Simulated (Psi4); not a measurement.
# BSiH3OF2 (SMILES FB(F)O[SiH3]) at MP2/def2-SVP (density fitting with cc-pvdz-jkfit, density fitting for correlation, sweep point 2)

Aim: the vertical electron affinity of BSiH3OF2 at MP2/def2-SVP (density fitting with cc-pvdz-jkfit, density fitting for correlation, sweep point 2), from 2 runs. The job is set up through a Python script.

Program for the calculation: Psi4 1.11.

2 further runs of the same task are left out: 2 set aside as unsound or not needed. Runs told in other sessions of the task aren't counted.

## Step 1: The system as given

BSiH3OF2: 8 atoms, total charge 0, spin state singlet. SMILES: `FB(F)O[SiH3]`. The coordinates come from a PBE0-D4/def2-TZVP relaxation.

Bond lengths: F1–B2 1.319 Å, B2–F3 1.328 Å, B2–O4 1.339 Å, O4–Si5 1.661 Å, Si5–H6 1.483 Å, Si5–H7 1.479 Å, Si5–H8 1.483 Å. Angles: F1–B2–F3 117.6°, F1–B2–O4 120.5°, F3–B2–O4 121.9°, B2–O4–Si5 133.7°, O4–Si5–H6 109.6°, O4–Si5–H7 106.3°, O4–Si5–H8 109.6°, H6–Si5–H7 110.5°, H6–Si5–H8 110.2°, H7–Si5–H8 110.5°.

## Step 2: A single-point energy at MP2/def2-SVP (density fitting with cc-pvdz-jkfit, density fitting for correlation, sweep point 2)

Input file bf2h3osi.py:

```python
import psi4

psi4.set_memory(1600000000)
psi4.set_num_threads(1)
psi4.core.set_output_file('bf2h3osi.out', False)

mol = psi4.geometry("""
0 1
F      1.644600    -1.936200     1.091800
B      0.585700    -1.261700     0.687700
F     -0.607700    -1.793900     0.922400
O      0.726600    -0.084400     0.064800
Si    -0.345100     1.014900    -0.568200
H     -1.234600     1.517600     0.506100
H      0.469500     2.116500    -1.124900
H     -1.146900     0.370000    -1.635500
symmetry c1
""")

psi4.set_options({
    'basis': 'def2-SVP',
    'reference': 'rhf',
    'puream': True,
    'scf_type': 'df',
    'num_frozen_docc': 9,
    'df_basis_scf': 'cc-pvdz-jkfit',
})

E = psi4.energy("mp2")
print(f'mp2 energy: {E:.10f} Eh')
```

Started as:

```sh
$ python bf2h3osi.py
```

bf2h3osi.out:

```text
[...]
  Running in c1 symmetry.
[...]
  Nuclear repulsion =  220.428958488731269
[...]
  Multiplicity = 1
[...]
  Nalpha       = 24
  Nbeta        = 24
[...]
    Number of basis functions: 89
[...]
   @DF-RHF iter   1:  -588.89521337330279   -1.08479e+00   5.78234e-03 ADIIS/DIIS
[...]
   @DF-RHF iter  11:  -589.00189963172670   -4.43379e-12   4.71508e-09 DIIS
[...]
    Orbital Energies [Eh]
    ---------------------
    Doubly Occupied:
       1A    -68.806458     2A    -26.310357     3A    -26.303074
       4A    -20.584551     5A     -7.758173     6A     -6.173034
       7A     -4.284657     8A     -4.283064     9A     -4.283051
      10A     -1.623367    11A     -1.589825    12A     -1.372124
      13A     -0.837663    14A     -0.802264    15A     -0.773573
      16A     -0.725821    17A     -0.707890    18A     -0.663873
      19A     -0.656162    20A     -0.641742    21A     -0.594246
      22A     -0.583369    23A     -0.489844    24A     -0.486164
[...]
  @DF-RHF Final Energy:  -589.00189963172670
   => Energetics <=
    Nuclear Repulsion Energy =            220.4289584887312685
    One-Electron Energy =               -1256.1930261011320908
    Two-Electron Energy =                 446.7621679806741781
    Total Energy =                       -589.0018996317267010
[...]
 Multipole Moments:
 ------------------------------------------------------------------------------------
     Multipole            Electronic (a.u.)      Nuclear  (a.u.)        Total (a.u.)
 ------------------------------------------------------------------------------------
 L = 1.  Multiply by 2.5417464519 to convert [e a0] to [Debye]
 Dipole X            :          2.9727315           -3.3328259           -0.3600944
 Dipole Y            :         -7.8840252            8.4967204            0.6126952
 Dipole Z            :          4.3381686           -4.6809431           -0.3427744
 Magnitude           :                                                    0.7890233
[...]
```

Standard output:

```text
mp2 energy: -589.7252320895 Eh
```

Run time: 3 s. Hardware: 1 thread of AMD EPYC 7B13 (Zen 3), shared host; peak memory 0.21 GiB.

## Step 3: The doublet anion, same level

Input file run.py:

```python
import psi4

psi4.set_memory(1600000000)
psi4.set_num_threads(1)
psi4.core.set_output_file('run.log', False)

m = psi4.geometry("""
-1 2
F      1.644600    -1.936200     1.091800
B      0.585700    -1.261700     0.687700
F     -0.607700    -1.793900     0.922400
O      0.726600    -0.084400     0.064800
Si    -0.345100     1.014900    -0.568200
H     -1.234600     1.517600     0.506100
H      0.469500     2.116500    -1.124900
H     -1.146900     0.370000    -1.635500
symmetry c1
""")

options = {'basis': 'def2-SVP', 'reference': 'uhf', 'puream': True, 'scf_type': 'df', 'num_frozen_docc': 9, 'df_basis_scf': 'cc-pvdz-jkfit', 'maxiter': 100}
psi4.set_options(options)

E, wfn = psi4.energy("mp2", return_wfn=True)
print(f'total energy {E:.8f} hartree = {E * 27.211386:.5f} eV')
```

Started as:

```sh
$ python run.py
```

run.log:

```text
[...]
  Running in c1 symmetry.
[...]
  Nuclear repulsion =  220.428958488731269
[...]
  Multiplicity = 2
[...]
  Nalpha       = 25
  Nbeta        = 24
[...]
    Number of basis functions: 89
[...]
   @DF-UHF iter   1:  -588.73811767608004   -9.27693e-01   6.44444e-03 ADIIS/DIIS
[...]
   @DF-UHF iter  18:  -588.88040193448626   -3.75167e-12   6.12536e-09 DIIS
[...]
   @S^2 Observed:                7.569207610E-01
[...]
    Orbital Energies [Eh]
    ---------------------
    Alpha Occupied:
       1A    -68.555719     2A    -26.147437     3A    -26.138995
       4A    -20.364028     5A     -7.572503     6A     -5.918322
       7A     -4.032480     8A     -4.029200     9A     -4.029179
      10A     -1.462029    11A     -1.427627    12A     -1.162147
      13A     -0.661839    14A     -0.618961    15A     -0.600286
      16A     -0.562522    17A     -0.523185    18A     -0.504314
      19A     -0.494176    20A     -0.431018    21A     -0.376793
      22A     -0.372964    23A     -0.253389    24A     -0.248094
      25A      0.103639
    Alpha Virtual:
[...]
  @DF-UHF Final Energy:  -588.88040193448626
   => Energetics <=
    Nuclear Repulsion Energy =            220.4289584887312685
    One-Electron Energy =               -1265.8530446097374806
    Two-Electron Energy =                 456.5436841865199540
    Total Energy =                       -588.8804019344862581
  UHF NO Occupations:
  HONO-2 :   23  A 1.9994844
  HONO-1 :   24  A 1.9976515
  HONO-0 :   25  A 1.0000000
  LUNO+0 :   26  A 0.0023485
  LUNO+1 :   27  A 0.0005156
[...]
 Multipole Moments:
 ------------------------------------------------------------------------------------
     Multipole            Electronic (a.u.)      Nuclear  (a.u.)        Total (a.u.)
 ------------------------------------------------------------------------------------
 L = 1.  Multiply by 2.5417464519 to convert [e a0] to [Debye]
 Dipole X            :          4.1823213           -3.3328259            0.8494954
 Dipole Y            :        -10.5948389            8.4967204           -2.0981184
 Dipole Z            :          5.8379888           -4.6809431            1.1570457
 Magnitude           :                                                    2.5421444
[...]
```

On the terminal:

```text
total energy -589.62039438 hartree = -16044.38815 eV
```

Run time: 3.9 s. Hardware: 1 thread of AMD EPYC 7B13 (Zen 3), shared host; peak memory 0.22 GiB.

## Step 4: Summary of results

At MP2/def2-SVP (density fitting with cc-pvdz-jkfit, density fitting for correlation, sweep point 2), 9 core orbitals frozen:

| quantity | value |
| --- | --- |
| singlet BSiH3OF2: total energy | -589.72523 Eh |
| singlet BSiH3OF2: HOMO energy (Hartree–Fock orbitals) | -13.23 eV |
| singlet BSiH3OF2: LUMO energy (Hartree–Fock orbitals) | 3.73 eV |
| singlet BSiH3OF2: HOMO–LUMO gap (Hartree–Fock orbitals) | 16.96 eV |
| singlet BSiH3OF2: correlation energy (9 core orbitals frozen) | -723.3 mEh |
| doublet anion: total energy | -589.62039 Eh |
| doublet anion: HOMO energy (Hartree–Fock orbitals) (highest over α and β) | 2.82 eV |
| doublet anion: LUMO energy (Hartree–Fock orbitals) (lowest over α and β) | 9.52 eV |
| doublet anion: correlation energy (9 core orbitals frozen) | -740.0 mEh |
| doublet anion: ⟨S²⟩ of the reference determinant | 0.757 |
| vertical electron affinity (to the doublet anion) | -2.853 eV |

The anion lies 2.85 eV (275 kJ/mol) above the neutral: the electron isn't bound at this level, and such a value depends on the basis. Without diffuse functions anions come out too high. The HOMO (doublet anion) lies at positive energy, 2.82 eV: the electron is unbound at this level or held by a compact basis; values depend on the basis.
